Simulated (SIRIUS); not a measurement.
Here is a SIRIUS 7.10.0 calculation.

Contents of sirius.json:

```json
{
  "control": {
    "processing_unit": "cpu",
    "verbosity": 2,
    "num_bands_to_print": 21,
    "print_forces": true,
    "print_stress": true
  },
  "parameters": {
    "electronic_structure_method": "pseudopotential",
    "xc_functionals": ["XC_GGA_X_PBE", "XC_GGA_C_PBE"],
    "gk_cutoff": 9.2,
    "pw_cutoff": 18.4,
    "ngridk": [8, 8, 8],
    "shiftk": [0, 0, 0],
    "smearing": "fermi_dirac",
    "smearing_width": 0.0018374661,
    "num_bands": 21,
    "num_mag_dims": 0,
    "num_dft_iter": 100,
    "energy_tol": 1e-08,
    "density_tol": 1e-06
  },
  "iterative_solver": {
    "type": "davidson",
    "min_tolerance": 1e-09,
    "tolerance_scale": [0.1, 0.25]
  },
  "mixer": {
    "type": "anderson",
    "beta": 0.7,
    "max_history": 8
  },
  "settings": {
    "tol_ne": 1e-10,
    "pseudo_grid_cutoff": 6.5
  },
  "unit_cell": {
    "lattice_vectors": [
      [0.0, 0.707106781187, 0.707106781187],
      [0.707106781187, 0.0, 0.707106781187],
      [0.707106781187, 0.707106781187, 0.0]
    ],
    "lattice_vectors_scale": 7.4844035429,
    "atom_coordinate_units": "lattice",
    "atom_types": ["Ti", "Sn"],
    "atom_files": {
      "Ti": "Ti.json",
      "Sn": "Sn.json"
    },
    "atoms": {
      "Ti": [
        [0.0, 0.0, 0.0]
      ],
      "Sn": [
        [0.5, 0.5, 0.5]
      ]
    }
  }
}
```

Potentials or basis: PseudoDojo 0.4.1 PBE standard (scalar relativistic).

Launch:

```console
$ upf_to_json Ti.upf
$ upf_to_json Sn.upf
$ OMP_NUM_THREADS=1 sirius.scf --input=sirius.json --output=out.json --task=0
```

Problem. What does it give for the pressure?

Solution. 0.1 GPa.

Problem. What does it give for the band gap on the k mesh?

Solution. None (metal or under the smearing width).
